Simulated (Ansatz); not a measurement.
# F+ (triplet): energies up the ladder

Wanted for F+ (triplet): energies up the ladder. Charge +1. Spin multiplicity 3.

Program: Ansatz 0.2.0. Level of theory: the levels named in each step. These are calculated values, not measurements.

## 1. The starting structure

As a file:

```xyz
1

F     0.0000    0.0000    0.0000
```

## 2. Single point, PBE0/def2-TZVPP

The input, input.yaml:

```yaml
crystal:
  periodic: [false, false, false]
  atoms:
    - { symbol: F, position_ang: [0.0, 0.0, 0.0] }
magnetization:
  spin_polarized: true
  initial_magnetization: 2
total_charge: 1
basis:
  gaussian: { orbitals: def2-TZVPP }
hamiltonian:
  xc: pbe0
```

On the command line:

```sh
ansatz run input.yaml --threads 1 --pin off --max-ram 2560MiB --backend cpu --events-out ev --progress --plain --runs-dir out
```

Further steps of the session: Single point, PBE/def2-TZVPP; Single point, r2SCAN/def2-TZVPP; Single point, B3LYP/def2-TZVPP; Single point, wB97M-V/def2-TZVPP; Single point, B2PLYP/def2-TZVPP; Single point, LDA/def2-TZVPP; Single point, PBE0/def2-SVP; Single point, PBE/def2-SVP; Single point, CCSD(T)/def2-TZVPP; Single point, CCSD(T)/def2-QZVPP.

What does the calculation give? Wanted: energy at CCSD(T)/CBS.

The runs gave:

```
             quantity         value
energy at CCSD(T)/CBS  -2694.685 eV
```

What this shows: These totals serve in differences with atoms or fragments at the same level; alone they don't rank the methods.
